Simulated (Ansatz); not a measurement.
C2H10BNSi2, SMILES C=CBN[SiH2][SiH3], a comparison of dispersion corrections

With the Ansatz DFT code, driven from Python.

The cells in order, each with its output:

In [1]:
```python
import ansatz as az
```

In [2]:
```python
GEOMETRY = """
C    -3.29040   -0.13880    0.65160
C    -2.35150   -0.45670   -0.24190
B    -0.82310   -0.32520    0.09460
N     0.23060   -0.82700   -0.88910
Si    1.52660    0.40780   -0.99320
Si    2.82220    0.31780    0.82690
H    -4.33940   -0.23830    0.39210
H    -3.02970    0.22150    1.64300
H    -2.64720   -0.81220   -1.22390
H    -0.50440   -0.05950    1.20320
H    -0.20850   -0.86790   -1.83620
H     2.35840    0.13360   -2.17410
H     0.94190    1.75170   -1.12660
H     3.40190   -1.02810    0.94580
H     2.01240    0.61070    2.01870
H     3.90020    1.31070    0.70900
"""
```

In [3]:
```python
molecule = az.Crystal.molecule()
for line in GEOMETRY.strip().splitlines():
    symbol, *xyz = line.split()
    molecule = molecule.atom(symbol, [float(v) for v in xyz])
```

In [4]:
```python
base = molecule.calculation().basis(gaussian="def2-SVP")
for name in ["revpbe", "pbe"]:
    for correction in ("d3bj", "d4"):
        r = base.functional(name, dispersion=correction).run(threads=1).report
        print(f"{name:8s} {correction:5s} total {r['free_energy_ev']:.5f} eV, of which dispersion {1000 * r['dispersion']['energy']['ev']:.2f} meV")
```
```text
revpbe   d3bj  total -20146.69849 eV, of which dispersion -934.99 meV
revpbe   d4    total -20146.85786 eV, of which dispersion -1094.36 meV
pbe      d3bj  total -20136.29823 eV, of which dispersion -385.24 meV
pbe      d4    total -20136.28757 eV, of which dispersion -374.58 meV
```

Total energies depend on the basis set; only differences at equal settings carry meaning. The geometry is a force-field or estimated start, not a minimum of this method, and the basis set is short of its limit. D4 holds the three-body term, and d3bj doesn't. Run time: 19 s on 1 thread of Arm Neoverse V2, with other jobs on the host, peak memory 0.25 GiB.
